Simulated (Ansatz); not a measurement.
# Al2Si3N: the cost of one run

Method: DFT PBE, scalar-relativistic, plane waves, PAW, in Ansatz 0.2.0.

1 further run of the same task is left out (it didn't finish).

### 1 The starting structure

It takes space group R-3m (No. 166, trigonal). The conventional cell has a = 4.627 Å, b = 4.627 Å, c = 12.331 Å, α = 90.00°, β = 90.00°, γ = 120.00°. Around Al (site symmetry 3m) lie 3 N at 2.73 Å and 9 Si at 2.76 to 2.93 Å and 4 Al at 2.90 to 2.99 Å. Si (site symmetry 2/m) has 4 Si at 2.31 Å and 2 N at 2.45 Å and 6 Al at 2.76 to 2.93 Å in its first shell of neighbours. Around N (site symmetry -3m) lie 6 Si at 2.45 Å and 6 Al at 2.73 Å.

Structure file:

```cif
data_structure
_symmetry_space_group_name_H-M 'R-3m:H'
_symmetry_Int_Tables_number 166
_cell_length_a 4.6272
_cell_length_b 4.6272
_cell_length_c 12.3306
_cell_angle_alpha 90.000
_cell_angle_beta 90.000
_cell_angle_gamma 120.000
_cell_volume 228.64
loop_
_atom_site_label
_atom_site_type_symbol
_atom_site_symmetry_multiplicity
_atom_site_Wyckoff_symbol
_atom_site_fract_x
_atom_site_fract_y
_atom_site_fract_z
_atom_site_occupancy
Al1 Al 6 c 0.66667 0.33333 0.21191 1
Si1 Si 9 e 0.50000 0.50000 0.00000 1
N1 N 3 b 0.33333 0.66667 0.16667 1
```

Recipe of the guess: species swapped into a database cell of Ce2Fe3Rh (R-3m, No. 166), with Al on the Ce sites, Si on the Fe sites and N on the Rh sites. Its size is a rough estimate.

### 2 A first look at the guess

input.yaml reads:

```yaml
crystal:
  lattice:
    - [2.31361226, 1.33576466, 4.11020421]
    - [-2.31361226, 1.33576466, 4.11020421]
    - [0.0, -2.67152932, 4.11020421]
  atoms:
    - { symbol: Al, position: [0.87857598, 0.87857598, 0.87857598] }
    - { symbol: Al, position: [0.12142402, 0.12142402, 0.12142402] }
    - { symbol: Si, position: [0.5, 0.0, 0.5] }
    - { symbol: Si, position: [0.5, 0.5, 0.0] }
    - { symbol: Si, position: [0.0, 0.5, 0.5] }
    - { symbol: "N", position: [0.5, 0.5, 0.5] }
basis:
  ecutwfc: 420
kpoints:
  mp_grid: { grid: [6, 6, 6] }
hamiltonian:
  xc: pbe
scf:
  occupations: { method: gaussian, width: 0.1 }
  lower_state_search: "off"
output:
  forces: true
  stress: true
  eigenvalues: true
```

Command:

```sh
$ ansatz run input.yaml --threads 1 --pin off --max-ram 2560MiB --backend cpu --events-out ev --progress --plain --runs-dir out
```

**Question.** How long does this run take on 1 thread of Arm Neoverse V1, shared host, and how much memory does it need?

About 3.2 s, with a peak of 0.34 GiB.
